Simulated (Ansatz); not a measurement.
Below is the output of a Python script on Ansatz 0.2.0, Python API that makes a ladder of methods at one geometry of CH7BSSi, SMILES CB([SiH3])S. Write a script that gives it. Settings (for the species named): PBE, def2-SVP basis, multiplicity 1. The script varies functional: pbe, r2scan0, pbe0, revpbe.

Contents of `ch7bssi.xyz`:
```text
11

C    -0.09740    1.26860   -0.82550
B    -0.41540   -0.11280   -0.18760
Si    0.56990   -0.66730    1.35620
S    -1.62880   -1.25490   -0.92600
H     0.91390    1.37120   -1.18360
H    -0.34830    2.12240   -0.08950
H    -0.78330    1.46320   -1.70980
H     0.21510   -1.99920    1.76950
H     0.36850    0.29330    2.51290
H     2.03680   -0.68340    1.06030
H    -0.76560   -1.85830   -1.75620
```

```console
$ python methods.py
INFO:ansatz_job:functional    E (Ha)        dipole (D)   HOMO (eV)  LUMO (eV)
INFO:ansatz_job:pbe           -754.129102     1.517      -5.332     -3.263
INFO:ansatz_job:r2scan0       -754.456254     1.576      -6.768     -2.260
INFO:ansatz_job:pbe0          -754.215055     1.545      -6.586     -2.386
INFO:ansatz_job:revpbe        -754.408695     1.513      -5.310     -3.196
```

The script that was run (others could print the same):

`methods.py`
```python
"""One geometry of CH7BSSi, method by method."""

from pathlib import Path
import logging
import sys

import ansatz as az
import numpy as np

logging.basicConfig(stream=sys.stdout, format="%(levelname)s:%(name)s:%(message)s")
logger = logging.getLogger("ansatz_job")
logger.setLevel(logging.INFO)

geometry = az.Crystal.molecule_from_extxyz("ch7bssi.xyz")

model = geometry.calculation().basis(gaussian="def2-SVP")

logger.info("functional    E (Ha)        dipole (D)   HOMO (eV)  LUMO (eV)")
for name in ["pbe", "r2scan0", "pbe0", "revpbe"]:
    data = model.functional(name).forces().orbitals().run(threads=1, pin="off", runs_dir="runs").report
    lines = Path(data["orbitals_path"]).read_text().splitlines()
    field_of = lambda key: [line.split("=")[1].strip() for line in lines if line.startswith(key)]
    orbitals = [(27.211386 * float(e), s, float(n)) for e, s, n in zip(field_of("Ene="), field_of("Spin="), field_of("Occup="))]
    homo = max(e for e, _, n in orbitals if n > 0.5)
    lumo = min(e for e, _, n in orbitals if n < 0.5)
    dipole = 4.803205 * np.linalg.norm(data["charge_distribution"]["dipole_moment_e_ang"])
    logger.info(f"{name:10s} {data['free_energy_ev'] / 27.211386246:14.6f} {dipole:9.3f} {homo:11.3f} {lumo:10.3f}")
```

Reading the output:
- Total energies depend on the basis set; only differences at equal settings carry meaning.
- The geometry is a force-field or estimated start, not a minimum of this method, and the basis set is short of its limit. A lower total doesn't mark the better method: functionals have no common bound, and MP2 and coupled cluster aren't variational.
- Levels such as HOMO and LUMO are orbital energies: with these approximate functionals they aren't the ionisation energy and electron affinity, and their gap isn't the fundamental gap.
- Run time: 17 s on 1 thread of Arm Neoverse V2, with other jobs on the host, peak memory 0.28 GiB.
